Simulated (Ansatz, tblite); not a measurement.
**Co(SH)2 (CoH2S2): one state, many levels**

How do method and basis change the picture of Co(SH)2 (CoH2S2) (quartet)?

Computed with Ansatz 0.2.0, Gaussian basis. Level: as each input shows.

The runs, in order: GFN1-xTB, GFN2-xTB, PBE-D4/def2-TZVP, r2SCAN-D4/def2-TZVP, ωB97X-V/def2-TZVP, HSE06-D4/def2-TZVP, CAM-B3LYP-D4/def2-TZVP, LC-ωPBE/def2-TZVP, BHLYP-D4/def2-TZVP, PBE-D4/def2-SVP, PBE0-D4/def2-SVP, HF/STO-3G, HF/6-31G, B3LYP-D4/6-31G, CCSD(T)/def2-TZVP, RPA/def2-TZVP.

## 1. The relaxed structure

The geometry is that of the quartet, from an earlier relaxation (r2SCAN-D4/def2-TZVP).

5 atoms, charge 0, spin multiplicity 4.

Bond lengths: Co1–S2 2.160 Å, Co1–S4 2.160 Å, S2–H3 1.349 Å, S4–H5 1.349 Å. Angles: S2–Co1–S4 179.8°, Co1–S2–H3 96.4°, Co1–S4–H5 96.5°.

Formally the metal is d7. No spin-orbit coupling is included.

PBE0-D4/def2-TZVP was run before; its log isn't repeated, and its numbers join the tables.

## 2. GFN1-xTB

Tight binding, by tblite at 300 K electronic temperature and without a spin-polarisation term:

```python
tblite.interface.Calculator('GFN1-xTB', numbers, positions, charge=0, uhf=3).singlepoint()
```

Energy -323.8099 eV; 0.012 s.

## 3. GFN2-xTB

Tight binding, by tblite at 300 K electronic temperature and without a spin-polarisation term:

```python
tblite.interface.Calculator('GFN2-xTB', numbers, positions, charge=0, uhf=3).singlepoint()
```

Energy -301.6461 eV; 0.003 s.

## 4. PBE-D4/def2-TZVP

start.molden holds the orbitals of an earlier run on this state, given as this run's starting guess.

in.yaml reads:

```yaml
crystal:
  periodic: [false, false, false]
  atoms:
    - {symbol: Co, position_ang: [-0.000555, -0.002522, 0.000879]}
    - {symbol: S, position_ang: [-0.014345, -0.037217, 2.160413]}
    - {symbol: H, position_ang: [1.213019, 0.497219, 2.327079]}
    - {symbol: S, position_ang: [0.014047, 0.038540, -2.158635]}
    - {symbol: H, position_ang: [-1.212155, -0.496019, -2.329745]}
basis:
  gaussian: {orbitals: def2-TZVP, initial_orbitals: start.molden}
magnetization: {spin_polarized: true, initial_magnetization: 3}
hamiltonian: {xc: pbe, dispersion: d4}
scf: {omitted_lower_state_checks: [starts]}
output: {orbitals: {seedname: orbitals}}
```

The run is started by

```console
> ansatz run in.yaml --threads 4 --pin off --events-out ev --progress --plain --max-ram 3916MiB
```

After this run come: r2SCAN-D4/def2-TZVP; ωB97X-V/def2-TZVP; HSE06-D4/def2-TZVP; CAM-B3LYP-D4/def2-TZVP; LC-ωPBE/def2-TZVP; BHLYP-D4/def2-TZVP; PBE-D4/def2-SVP; PBE0-D4/def2-SVP; HF/STO-3G; HF/6-31G; B3LYP-D4/6-31G; CCSD(T)/def2-TZVP; RPA/def2-TZVP.

**Question.** What will the summary of the whole plan be? Wanted: gap in def2-TZVP, named functionals, smallest and largest; correlation energy, CCSD(T)/def2-TZVP; binding an atom, CCSD(T)/def2-TZVP; ⟨S²⟩ in def2-TZVP, named functionals, smallest and largest; PBE0 total energy, smallest basis above largest.

The runs gave:

| quantity | value |
| --- | --- |
| gap in def2-TZVP, named functionals, smallest and largest | 0.78 eV (PBE-D4), 8.42 eV (LC-ωPBE) |
| correlation energy, CCSD(T)/def2-TZVP | -23.81 eV |
| binding an atom, CCSD(T)/def2-TZVP | 2.561 eV |
| ⟨S²⟩ in def2-TZVP, named functionals, smallest and largest | 3.759, 3.765 |
| PBE0 total energy, smallest basis above largest | 13.00 eV (def2-SVP, def2-TZVP) |

In words: Over the named functionals in def2-TZVP the gap runs from 0.78 eV (PBE-D4) to 8.42 eV (LC-ωPBE); exact exchange widens it. A small miss in a minimal or small basis is a cancelling of errors, not accuracy. The functionals in def2-TZVP miss CCSD(T)/def2-TZVP by +0.106 (BHLYP-D4) to +0.265 eV (PBE-D4) an atom. CCSD(T)/def2-TZVP isn't at the basis-set limit; small misses against it rank nothing. Over the named functionals in def2-TZVP spin contamination reaches 0.02 (BHLYP-D4), which is small.
